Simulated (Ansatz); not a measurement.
# Ti(OH)Cl3 (Cl3HOTi): one molecule under many settings

How do the results and run time of Ti(OH)Cl3 (Cl3HOTi) respond when the settings are drawn wide?

The runs use Ansatz 0.2.0, Gaussian basis; the settings change from run to run.

### Step 1. The geometry

The structure was relaxed beforehand with r2SCAN-D4/def2-SVP.

6 atoms, charge 0, spin multiplicity 1.

Atoms are counted from 1 here; the program's logs count them from 0.

Bond lengths: Ti1–O2 1.728 Å, Ti1–Cl4 2.185 Å, Ti1–Cl5 2.185 Å, Ti1–Cl6 2.185 Å, O2–H3 0.964 Å. Angles: O2–Ti1–Cl4 109.3°, O2–Ti1–Cl5 109.2°, O2–Ti1–Cl6 109.3°, Cl4–Ti1–Cl5 109.7°, Cl4–Ti1–Cl6 109.7°, Cl5–Ti1–Cl6 109.7°, Ti1–O2–H3 179.6°.

### Step 2. SPW92/cc-pVTZ-DK

Set apart from the defaults: unrestricted orbitals, relativity set to scalar, the search for lower states set to off.

File in.yaml:

```yaml
crystal:
  periodic: [false, false, false]
  atoms:
    - {symbol: Ti, position_ang: [-0.025845, -0.049791, -0.372224]}
    - {symbol: O, position_ang: [0.093459, 0.173599, 1.337115]}
    - {symbol: H, position_ang: [0.158550, 0.304464, 2.290242]}
    - {symbol: Cl, position_ang: [1.982575, -0.144322, -1.228602]}
    - {symbol: Cl, position_ang: [-1.118832, 1.630052, -1.243656]}
    - {symbol: Cl, position_ang: [-1.089898, -1.914002, -0.782885]}
basis:
  gaussian: {orbitals: cc-pVTZ-DK}
magnetization: {spin_polarized: true, initial_magnetization: 0}
hamiltonian: {xc: {name: SPW92}, pseudopotentials: {relativity: scalar}}
scf: {lower_state_search: off}
```

Run with:

```
ansatz run in.yaml --threads 4 --pin off --events-out ev --progress --plain --max-ram 3916MiB
```

Output:

```text
Functional definition: SPW92
  name "SPW92"
  cite "Dirac, Proc. Camb. Phil. Soc. 26, 376 (1930) doi:10.1017/S0305004100016108"
  cite "Slater, Phys. Rev. 81, 385 (1951) doi:10.1103/PhysRev.81.385"
  cite "Perdew & Wang, Phys. Rev. B 45, 13244 (1992) doi:10.1103/PhysRevB.45.13244"
  exchange = slater_x
  correlation = pw_c
these checks for a lower state are left out or cut short: stability, starts, cluster_reference, orbital_swaps, neighbouring_geometries, increment
1551 factors; their error is unknown
mean field evaluation 1: about -62788.8974 eV, gradient 5.5e1 eV
mean field evaluation 2: about -62645.5180 eV, gradient 1.5e2 eV
mean field evaluation 4: about -62794.3113 eV, gradient 4.1e1 eV
mean field evaluation 8: about -62799.8286 eV, gradient 7.3e-1 eV
mean field evaluation 16: about -62799.7903 eV, gradient 1.1e-3 eV
mean field -62799.79033038 eV, -2307.8497274147 hartree, gradient 2.5e-6 eV, S^2 0.000000; 0 other end points of the search recorded, 0 dependent functions left out
reference -62799.79039183 eV, -2307.8497296730 hartree; 41, 41 occupied and 173, 173 virtual orbitals, 1551 factors
Total energy: -62799.79039183 eV, -2307.8497296730 hartree
Relativity: scalar
Checks for a lower state left out: stability, starts, cluster_reference, orbital_swaps, neighbouring_geometries, increment
```

Wall time 1.8 s (4 threads of Arm Neoverse V2, shared host).

⟨S²⟩ 0.000.

### Step 3. wB97M-V/cc-pVTZ

Set apart from the defaults: charge +1, multiplicity 2.

in.yaml, as its differences from that of step 2:

```diff
@@ -10,5 +10,5 @@
 basis:
-  gaussian: {orbitals: cc-pVTZ-DK}
-magnetization: {spin_polarized: true, initial_magnetization: 0}
-hamiltonian: {xc: {name: SPW92}, pseudopotentials: {relativity: scalar}}
-scf: {lower_state_search: off}
+  gaussian: {orbitals: cc-pVTZ}
+total_charge: 1
+magnetization: {spin_polarized: true, initial_magnetization: 1}
+hamiltonian: {xc: {name: wB97M-V}}
```

The command is unchanged.

Output (excerpt; [...] marks lines left out):

```text
Functional definition: wB97M-V
  name "wB97M-V"
  cite "Mardirossian & Head-Gordon, J. Chem. Phys. 144, 214110 (2016) doi:10.1063/1.4952647"
  cite "Becke, J. Chem. Phys. 107, 8554 (1997) doi:10.1063/1.475007"
  cite "Vydrov & Van Voorhis, J. Chem. Phys. 133, 244103 (2010) doi:10.1063/1.3521275"
  # Of w^i u^j: cxij and so on, Table III.
[...]
  gx(w, u) = 1 - cx + cx01*u + cx10*w
  gss(w, u) = css00 + css04*u^4 + css10*w + css20*w^2 + css43*w^4*u^3
  gos(w, u) = cos00 + cos10*w + (cos20 + cos21*u)*w^2 + (cos60 + cos61*u)*w^6
[...]
      + integral(e_c_pw_mod_opposite_spin*gos(b97_w_opposite, b97_u_opposite)) + vv10(b, c)
1613 factors; their error is unknown
264 factors; integrals over basis functions are off by at most 6.4e-5 eV
[...]
mean field -62741.23352215 eV, -2305.6978044035 hartree, gradient 7.8e-6 eV, S^2 0.788019; 6 other end points of the search recorded, 0 dependent functions left out
reference -62741.23358710 eV, -2305.6978067905 hartree; 41, 40 occupied and 173, 174 virtual orbitals, 1613 factors
Total energy: -62741.23358710 eV, -2305.6978067905 hartree
```

Run time: 2.1 min. Hardware: 4 threads of Arm Neoverse V2, shared host; peak memory 1.4 GiB.

⟨S²⟩ 0.788.

### Step 4. wB97M-V/cc-pVDZ

in.yaml, as its differences from that of step 3:

```diff
@@ -10,5 +10,5 @@
 basis:
-  gaussian: {orbitals: cc-pVTZ}
-total_charge: 1
-magnetization: {spin_polarized: true, initial_magnetization: 1}
+  gaussian: {orbitals: cc-pVDZ}
 hamiltonian: {xc: {name: wB97M-V}}
+scf: {omitted_lower_state_checks: [starts]}
+output: {forces: true}
```

Same command.

Output (excerpt; [...] marks lines left out):

```text
Functional definition: wB97M-V
  name "wB97M-V"
  cite "Mardirossian & Head-Gordon, J. Chem. Phys. 144, 214110 (2016) doi:10.1063/1.4952647"
  cite "Becke, J. Chem. Phys. 107, 8554 (1997) doi:10.1063/1.475007"
  cite "Vydrov & Van Voorhis, J. Chem. Phys. 133, 244103 (2010) doi:10.1063/1.3521275"
  # Of w^i u^j: cxij and so on, Table III.
[...]
  gx(w, u) = 1 - cx + cx01*u + cx10*w
  gss(w, u) = css00 + css04*u^4 + css10*w + css20*w^2 + css43*w^4*u^3
  gos(w, u) = cos00 + cos10*w + (cos20 + cos21*u)*w^2 + (cos60 + cos61*u)*w^6
[...]
      + integral(e_c_pw_mod_opposite_spin*gos(b97_w_opposite, b97_u_opposite)) + vv10(b, c)
[...]
1223 factors; integrals over basis functions are off by at most 1.3e-3 eV
278 factors; integrals over basis functions are off by at most 2.4e-5 eV
[...]
mean field -62750.60435879 eV, -2306.0421762983 hartree, gradient 2.1e-5 eV, S^2 0.000000; 0 other end points of the search recorded, 0 dependent functions left out
[...]
reference -62750.60445518 eV, -2306.0421798404 hartree; 41, 41 occupied and 75, 75 virtual orbitals, 1223 factors
Total energy: -62750.60445518 eV, -2306.0421798404 hartree
Atom 0 at    -0.025845    -0.049791    -0.372224 Å, force     0.015260     0.027494     0.208049 eV/Å
Atom 1 at     0.093459     0.173599     1.337115 Å, force    -0.013553    -0.026519    -0.197070 eV/Å
Atom 2 at     0.158550     0.304464     2.290242 Å, force    -0.002509    -0.004142    -0.035216 eV/Å
Atom 3 at     1.982575    -0.144322    -1.228602 Å, force    -0.070911     0.001179     0.013294 eV/Å
Atom 4 at    -1.118832     1.630052    -1.243656 Å, force     0.036396    -0.060997     0.013566 eV/Å
Atom 5 at    -1.089898    -1.914002    -0.782885 Å, force     0.035316     0.062985    -0.002622 eV/Å
Dipole moment:     0.044032     0.086324     0.641202 e Å
Checks for a lower state left out: starts
```

Run time: 9.5 s. Hardware: 4 threads of Arm Neoverse V2, shared host.

Largest force 0.210 eV/Å, dipole 3.11 D.

### Step 5. wPBEh/def2-SVPD

Options: atoms shaken by 0.03 Å.

File in.yaml:

```yaml
crystal:
  periodic: [false, false, false]
  atoms:
    - {symbol: Ti, position_ang: [-0.067577, -0.084720, -0.377429]}
    - {symbol: O, position_ang: [0.100271, 0.204055, 1.343235]}
    - {symbol: H, position_ang: [0.136957, 0.261026, 2.310533]}
    - {symbol: Cl, position_ang: [2.009000, -0.106998, -1.259434]}
    - {symbol: Cl, position_ang: [-1.140651, 1.674821, -1.249752]}
    - {symbol: Cl, position_ang: [-1.098902, -1.867978, -0.798964]}
basis:
  gaussian: {orbitals: def2-SVPD}
hamiltonian: {xc: {name: wPBEh}}
scf: {omitted_lower_state_checks: [starts]}
```

The command is unchanged.

Output (excerpt; [...] marks lines left out):

```text
Functional definition: wPBEh
  name "wPBEh"
  cite "Heyd, Scuseria & Ernzerhof, J. Chem. Phys. 118, 8207 (2003) doi:10.1063/1.1564060"
  cite "Krukau, Vydrov, Izmaylov & Scuseria, J. Chem. Phys. 125, 224106 (2006) doi:10.1063/1.2404663"
  cite "Heyd & Scuseria, J. Chem. Phys. 120, 7274 (2004) doi:10.1063/1.1668634"
  cite "Ernzerhof & Perdew, J. Chem. Phys. 109, 3313 (1998) doi:10.1063/1.476928"
  cite "Perdew, Burke & Ernzerhof, Phys. Rev. Lett. 77, 3865 (1996) doi:10.1103/PhysRevLett.77.3865"
  parent pbe
[...]
1393 factors; integrals over basis functions are off by at most 1.1e-3 eV
127 factors; integrals over basis functions are off by at most 1.4e-6 eV
[...]
mean field -62720.36948996 eV, -2304.9310653625 hartree, gradient 7.3e-6 eV, S^2 0.000000; 0 other end points of the search recorded, 0 dependent functions left out
reference -62720.36954544 eV, -2304.9310674016 hartree; 41, 41 occupied and 105, 105 virtual orbitals, 1393 factors
Total energy: -62720.36954544 eV, -2304.9310674016 hartree
Checks for a lower state left out: starts
```

Run time: 2.5 s. Hardware: 4 threads of Arm Neoverse V2, shared host.

### Step 6. All runs side by side

```
           level  charge  multiplicity  geometry  functions  energy (eV)     time
SPW92/cc-pVTZ-DK       0             1   relaxed        214   -62799.790    1.8 s
 wB97M-V/cc-pVTZ       1             2   relaxed        214   -62741.234  2.1 min
 wB97M-V/cc-pVDZ       0             1   relaxed        116   -62750.604    9.5 s
 wPBEh/def2-SVPD       0             1    shaken        146   -62720.370    2.5 s
```

### Step 7. Outcome

| quantity | value |
| --- | --- |
| runs | 4 |
| quickest | SPW92/cc-pVTZ-DK, 1.8 s |
| slowest | wB97M-V/cc-pVTZ, 2.1 min |
| spread of total energies, same state and geometry | 49.2 eV |

What this shows: wB97M-V/cc-pVTZ took 72 times as long as SPW92/cc-pVTZ-DK. The jobs differ in tasks and options as well as level. The totals spread over 49 eV; they can't be compared across methods or bases. Some of these runs are scalar-relativistic and others not, which shifts the totals of all-electron atoms past neon by eV; core potentials, where a basis has them, take the core out of the total altogether. At the r2SCAN-D4/def2-SVP geometry and in the same state, runs without warnings or point charges leave forces up to 0.21 eV/Å (wB97M-V/cc-pVDZ).
